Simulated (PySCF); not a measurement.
# C6H4BrN3: the cost of one run

Programs: PySCF 2.14.0, with routines of our own; each step states its level. All values are computed. Atoms count from 0.

## 1. The starting structure

14 atoms, charge 0, multiplicity 1; geometry from: GFN2-xTB.

## 2. Geometry optimisation at PBE0-D3(BJ)/def2-SVP

What the job is given:

```
{"job": {"xc": "PBE0", "basis": "def2-SVP", "d3": "d3bj", "grid": 1, "maxiter": 30, "shake": 0.01, "kind": "geom"}, "charge": 0, "multiplicity": 1}
Br     2.354190     2.304590    -0.386470
C      1.608350     0.611830    -0.160400
C      2.202090    -0.623110    -0.059360
N      1.340840    -1.580410     0.103440
C      0.126700    -0.985970     0.091290
C     -1.183920    -1.465260     0.224980
N     -2.211410    -0.690590     0.196190
C     -2.017200     0.642430     0.031610
C     -0.808100     1.221190    -0.076320
N      0.275720     0.399360    -0.052290
H      3.261850    -0.842300    -0.073010
H     -1.338650    -2.528560     0.361480
H     -2.959270     1.244700     0.008950
H     -0.658350     2.277020    -0.217860
```

Command:

```bash
$ OMP_NUM_THREADS=1 python heavy_run.py task.json out
```

One launch serves the whole session: the jobs run in the order shown.

Q: Estimate the wall time and peak memory of this first job on 1 thread of Arm Neoverse V1, shared host.

About 2.2 min, with a peak of 0.82 GiB.
